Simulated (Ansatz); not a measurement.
# CH6AlNO: the cost of one run

Program: the Python package of Ansatz 0.2.0. The levels of theory stand in the script. These are calculated values, not measurements.

## (1) Starting point

Bond lengths: N1–C2 1.507 Å, C2–O3 1.385 Å, C2–Al4 2.000 Å, N1–H5 1.092 Å, N1–H6 1.046 Å, C2–H7 1.087 Å, O3–H8 0.988 Å, Al4–H9 1.679 Å, Al4–H10 1.539 Å. Angles: N1–C2–O3 109.2°, N1–C2–Al4 111.3°, N1–C2–H7 108.9°, O3–C2–Al4 108.4°, O3–C2–H7 109.3°, Al4–C2–H7 109.8°, C2–N1–H5 104.3°, C2–N1–H6 106.4°, H5–N1–H6 105.8°, C2–O3–H8 106.8°, C2–Al4–H9 117.4°, C2–Al4–H10 123.6°, H9–Al4–H10 118.9°.

The script holds or builds the structure itself.

## (2) Script

Input file ch6alno_methods.py:

```python
"""CH6AlNO at several levels of theory."""

from dataclasses import dataclass
import warnings

import ansatz


@dataclass(frozen=True)
class Options:
    basis: str = "def2-SVP"


cfg = Options()

GEOMETRY = """
N     1.14350   -0.74100   -0.63980
C    -0.18030   -0.53690    0.04980
O    -0.07860   -0.96090    1.36390
Al   -0.71060    1.39180    0.04720
H     0.97550   -0.38370   -1.65780
H     1.80990   -0.06090   -0.20610
H    -0.93750   -1.12710   -0.46020
H     0.10440   -1.93120    1.33780
H    -2.15570    1.79790    0.79940
H     0.11250    2.50090   -0.63120
"""


def main() -> None:
    warnings.simplefilter("ignore", ansatz.DeckWarning)

    ch6alno = ansatz.Crystal.molecule()
    for line in GEOMETRY.strip().splitlines():
        symbol, *xyz = line.split()
        ch6alno = ch6alno.atom(symbol, [float(v) for v in xyz])

    calc = ch6alno.calculation().basis(gaussian=cfg.basis)

    methods = ["mp2", "ccsd", "ccsd_t"]
    reports = [calc.correlation(m).run(threads=1, pin="off").report for m in methods]
    print(f"Hartree-Fock reference {reports[0]['reference_energy_ev'] / 27.211386246:.6f} Ha")
    best = reports[-1]["free_energy_ev"] - reports[-1]["reference_energy_ev"]
    for method, each in zip(methods, reports):
        gained = each["free_energy_ev"] - each["reference_energy_ev"]
        print(f"{method:8s} total {each['free_energy_ev'] / 27.211386246:.6f} Ha  correlation {gained:9.4f} eV  ({100 * gained / best:.1f} % of the last)")


if __name__ == "__main__":
    main()
```

## (3) The calls as engine input

The package turns the script's settings into the engine's input (first run):

```yaml
crystal:
  periodic: [false, false, false]
  atoms:
    - { symbol: "N", position_ang: [1.1435, -0.741, -0.6398] }
    - { symbol: C, position_ang: [-0.1803, -0.5369, 0.0498] }
    - { symbol: O, position_ang: [-0.0786, -0.9609, 1.3639] }
    - { symbol: Al, position_ang: [-0.7106, 1.3918, 0.0472] }
    - { symbol: H, position_ang: [0.9755, -0.3837, -1.6578] }
    - { symbol: H, position_ang: [1.8099, -0.0609, -0.2061] }
    - { symbol: H, position_ang: [-0.9375, -1.1271, -0.4602] }
    - { symbol: H, position_ang: [0.1044, -1.9312, 1.3378] }
    - { symbol: H, position_ang: [-2.1557, 1.7979, 0.7994] }
    - { symbol: H, position_ang: [0.1125, 2.5009, -0.6312] }
basis:
  gaussian:
    orbitals: def2-SVP
correlation:
  method: mp2
```

## (4) The run

On the command line:

```
python ch6alno_methods.py
```

Q: Estimate wall time and peak memory on 1 thread of Arm Neoverse V1, shared host.

About 14 s, with a peak of 0.37 GiB.
